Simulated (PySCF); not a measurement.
# C5H8BrCl: the cost of one run

Programs: PySCF 2.14.0, with routines of our own; each step states its level. All values are computed. Atoms count from 0.

### Step 1. The starting structure

15 atoms, charge 0, multiplicity 1; geometry from: GFN2-xTB.

### Step 2. Magnetic properties: GIAO B97-2/pcSseg-1

What the job is given:

```
{"job": {"kind": "mag", "xc": "B97-2", "basis": "pcSseg-1", "isotopologues": 2}, "charge": 0, "multiplicity": 1}
Cl     2.007370    -1.611751     0.502540
C      1.862278     0.119199     0.081620
C      0.417350     0.533090    -0.112465
C     -0.447397    -0.310655    -1.067718
C     -1.544486    -0.361636    -0.001545
Br    -3.050015     0.827272    -0.391065
C     -0.570826     0.219945     1.026279
H      2.318718     0.677265     0.899643
H      2.436605     0.266127    -0.833427
H      0.406770     1.592026    -0.381629
H     -0.023607    -1.295334    -1.257890
H     -0.712022     0.155254    -2.014155
H     -1.983330    -1.332351     0.218536
H     -0.196429    -0.542192     1.707603
H     -0.925392     1.071733     1.601762
```

Method: GIAO B97-2/pcSseg-1 magnetisability, rotational g tensor and spin-rotation constants, non-relativistic, gas phase.

On the command line:

```
$ OMP_NUM_THREADS=1 python excited_run.py task.json out
```

One launch serves the whole session: the jobs run in the order shown.

**Question.** How long does this first job take on 1 thread of Arm Neoverse V2, shared host, and how much memory does it need?

About 41 s, with a peak of 0.87 GiB.
